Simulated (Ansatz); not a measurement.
# FH3O2Si2: one species, many methods

The task here is to estimate one member of a computed series from the others.

Program: Ansatz 0.2.0, Gaussian basis. Level of theory: functionals in def2-TZVPP, the program's frozen cores in correlated methods. These are calculated values, not measurements.

The runs, in order: LDA (SPW92), PBE-D4, revPBE-D4, BLYP-D4, r2SCAN-D4, B97M-V, PBE0-D4, B3LYP-D4, r2SCANh-D4, r2SCAN0-D4, HSE06-D4, BHLYP-D4, CAM-B3LYP-D4, LC-ωPBE, ωB97X-V, ωB97M-V, B2PLYP, PBE-QIDH; CCSD(T)/def2-SVP; CCSD(T)/def2-TZVPP; MP2/def2-QZVPP; extrapolation to the limit; RPA on PBE.

## Structure used throughout

All runs share one geometry, relaxed beforehand with PBE0-D4 in a triple-zeta def2 set.

8 atoms, charge 0, spin multiplicity 1.

Atoms are counted from 1 here; the program's logs count them from 0.

Bond lengths: O1–Si2 1.590 Å, O1–H6 0.984 Å, Si2–O3 1.543 Å, Si2–H7 1.465 Å, O3–Si4 1.869 Å, Si4–F5 1.714 Å, Si4–H8 1.531 Å. Angles: Si2–O1–H6 109.7°, O1–Si2–O3 124.2°, O1–Si2–H7 113.4°, O3–Si2–H7 122.2°, Si2–O3–Si4 128.2°, O3–Si4–F5 92.0°, O3–Si4–H8 91.0°, F5–Si4–H8 95.3°.

Coordinates:

```xyz
8

O    -0.8913    0.6717    1.3562
Si    0.5491    0.0311    1.1503
O     1.1238   -0.3862   -0.2190
Si    0.4112   -0.0677   -1.9170
F    -1.0682    0.4921   -1.2581
H    -1.3466    0.7492    0.4874
H     1.3446   -0.0180    2.3791
H    -0.0306   -1.5293   -2.0348
```

The first run:

in.yaml reads:

```yaml
crystal:
  periodic: [false, false, false]
  atoms:
    - {symbol: O, position_ang: [-0.891339, 0.671748, 1.356214]}
    - {symbol: Si, position_ang: [0.549103, 0.031116, 1.150347]}
    - {symbol: O, position_ang: [1.123838, -0.386243, -0.218993]}
    - {symbol: Si, position_ang: [0.411248, -0.067730, -1.917029]}
    - {symbol: F, position_ang: [-1.068159, 0.492085, -1.258148]}
    - {symbol: H, position_ang: [-1.346572, 0.749241, 0.487436]}
    - {symbol: H, position_ang: [1.344610, -0.018020, 2.379115]}
    - {symbol: H, position_ang: [-0.030627, -1.529296, -2.034842]}
basis:
  gaussian: {orbitals: def2-TZVPP}
hamiltonian: {xc: lda}
output: {orbitals: {seedname: orbitals}}
```

Command:

```
ansatz run in.yaml --threads 2 --pin off --events-out ev --progress --plain --max-ram 4352MiB
```

Among the steps run: LDA; PBE-D4 (GGA); revPBE-D4 (GGA); BLYP-D4 (GGA); r2SCAN-D4 (meta-GGA); B97M-V (meta-GGA); B3LYP-D4 (hybrid); r2SCANh-D4 (hybrid); r2SCAN0-D4 (hybrid); HSE06-D4 (hybrid); BHLYP-D4 (hybrid); CAM-B3LYP-D4 (range-separated); LC-ωPBE (range-separated); ωB97X-V (range-separated); ωB97M-V (range-separated); B2PLYP (double hybrid); PBE-QIDH (double hybrid).

One table of the session follows, with a row left open; its other results are not shown here.

| functional | HOMO (eV) | LUMO (eV) | gap (eV) |
| --- | --- | --- | --- |
| LDA (SPW92) | -4.57 | -3.26 | 1.30 |
| PBE-D4 | -4.44 | -3.07 | 1.37 |
| revPBE-D4 | ? | ? | ? |
| BLYP-D4 | -4.32 | -2.95 | 1.37 |
| r2SCAN-D4 | -4.53 | -2.94 | 1.60 |
| B97M-V | -4.58 | -2.97 | 1.61 |
| PBE0-D4 | -5.28 | -2.36 | 2.92 |
| B3LYP-D4 | -5.15 | -2.56 | 2.58 |
| r2SCANh-D4 | -4.85 | -2.67 | 2.19 |
| r2SCAN0-D4 | -5.36 | -2.25 | 3.11 |
| HSE06-D4 | -4.90 | -2.73 | 2.17 |
| BHLYP-D4 | -6.13 | -1.53 | 4.60 |
| CAM-B3LYP-D4 | -6.48 | -1.36 | 5.12 |
| LC-ωPBE | -7.69 | -0.20 | 7.49 |
| ωB97X-V | -7.39 | -0.30 | 7.09 |
| ωB97M-V | -7.25 | -0.48 | 6.76 |

**Question.** Estimate the row for revPBE-D4.

As computed: HOMO (eV): -4.38; LUMO (eV): -2.99; gap (eV): 1.39. In the column «HOMO (eV)» it lies between PBE-D4 (-4.44) and BLYP-D4 (-4.32).
